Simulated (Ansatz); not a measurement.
# LuHg: stress in a strained cell

Aim: deform LuHg (zz strain of -1 %) and compute stress, forces and field gradients with LAPW, PAW and all-electron datasets made for the crystal.

Computed with Ansatz 0.2.0 (DFT LDA, scalar-relativistic, unless a step's input says otherwise).

### Step 1. Starting point

The structure is cubic, space group Pm-3m (No. 221). The conventional cell has a = 3.607 Å, b = 3.607 Å, c = 3.607 Å, α = 90.00°, β = 90.00°, γ = 90.00°. Around Lu (site symmetry m-3m) lie 8 Hg at 3.12 Å. Hg (site symmetry m-3m) is surrounded by 8 Lu at 3.12 Å.

As a file:

```cif
data_structure
_symmetry_space_group_name_H-M 'Pm-3m'
_symmetry_Int_Tables_number 221
_cell_length_a 3.6070
_cell_length_b 3.6070
_cell_length_c 3.6070
_cell_angle_alpha 90.000
_cell_angle_beta 90.000
_cell_angle_gamma 90.000
_cell_volume 46.93
loop_
_atom_site_label
_atom_site_type_symbol
_atom_site_symmetry_multiplicity
_atom_site_Wyckoff_symbol
_atom_site_fract_x
_atom_site_fract_y
_atom_site_fract_z
_atom_site_occupancy
Lu1 Lu 1 b 0.50000 0.50000 0.50000 1
Hg1 Hg 1 a 0.00000 0.00000 0.00000 1
```

The file gives the conventional cell by its symmetry; the runs use the cell typed in the input.

Atoms are numbered in the order of the input: Lu1, Hg2.

### Step 2. The deformed structure

Space group Pm-3m before, P4/mmm after.

### Step 3. LAPW, all electrons

File input.yaml:

```yaml
crystal:
  lattice:
    - [3.607, 0.0, 0.0]
    - [0.0, 3.607, 0.0]
    - [0.0, 0.0, 3.57093]
  atoms:
    - { symbol: Lu, position: [0.5, 0.5, 0.5] }
    - { symbol: Hg, position: [0.0, 0.0, 0.0] }
kpoints:
  mp_grid: { grid: [10, 10, 10] }
  band_path:
    path:
      - [0.0, 0.0, 0.0]
      - [0.0, 0.5, 0.0]
      - [0.5, 0.5, 0.0]
      - [0.0, 0.0, 0.0]
      - [0.0, 0.0, 0.5]
      - [0.0, 0.5, 0.5]
      - [0.5, 0.5, 0.5]
      - [0.0, 0.0, 0.5]
      - [0.0, 0.5, 0.0]
    npoints: 5
scf:
  occupations: { method: fermi_dirac, width: 0.05 }
hamiltonian:
  xc: lda
  pseudopotentials: { kind: all_electron, lapw: { basis_error: 0.00025 } }
output:
  forces: true
  stress: true
  eigenvalues: true
```

The run is started by

```bash
ansatz run input.yaml --threads 1 --pin off --max-ram 3072MiB --backend cpu --events-out ev --progress --plain --runs-dir out
```

### Step 4. PAW on the default files

File input.yaml:

```yaml
crystal:
  lattice:
    - [3.607, 0.0, 0.0]
    - [0.0, 3.607, 0.0]
    - [0.0, 0.0, 3.57093]
  atoms:
    - { symbol: Lu, position: [0.5, 0.5, 0.5] }
    - { symbol: Hg, position: [0.0, 0.0, 0.0] }
kpoints:
  mp_grid: { grid: [10, 10, 10] }
scf:
  occupations: { method: fermi_dirac, width: 0.05 }
hamiltonian:
  xc: lda
  pseudopotentials: { kind: paw }
output:
  forces: true
  stress: true
  eigenvalues: true
  efg: { contact_densities: true }
```

### Step 5. All-electron PAW on datasets made for the crystal

input.yaml, as its differences from that of step 4:

```diff
@@ -14,3 +14,3 @@
   xc: lda
-  pseudopotentials: { kind: paw }
+  pseudopotentials: { kind: all_electron, datasets: crystal }
 output:
```

(Steps that only read results are left out.)

Q: Predict the outcome of this session. Wanted: pressure; largest shear or deviatoric stress.

The runs gave:

```
                                 quantity                                              value
                                 pressure  LAPW -3.45, PAW -3.45, crystal datasets -3.45 GPa
largest shear or deviatoric stress (LAPW)                                           0.32 GPa
```

What this shows: The largest part of the stress beyond the pressure is 0.32 GPa in size, in the zz component; the atoms are carried along and not relaxed. No run of the undeformed cell stands beside it, so the pressure holds what the given cell had before the change. PAW: stress within 0.01 GPa of LAPW. Crystal datasets: stress within 0.01 GPa of LAPW. Spin-orbit coupling is left out, though the cell holds Hg; in elements this heavy it can shift bands and gaps by tenths of an eV.
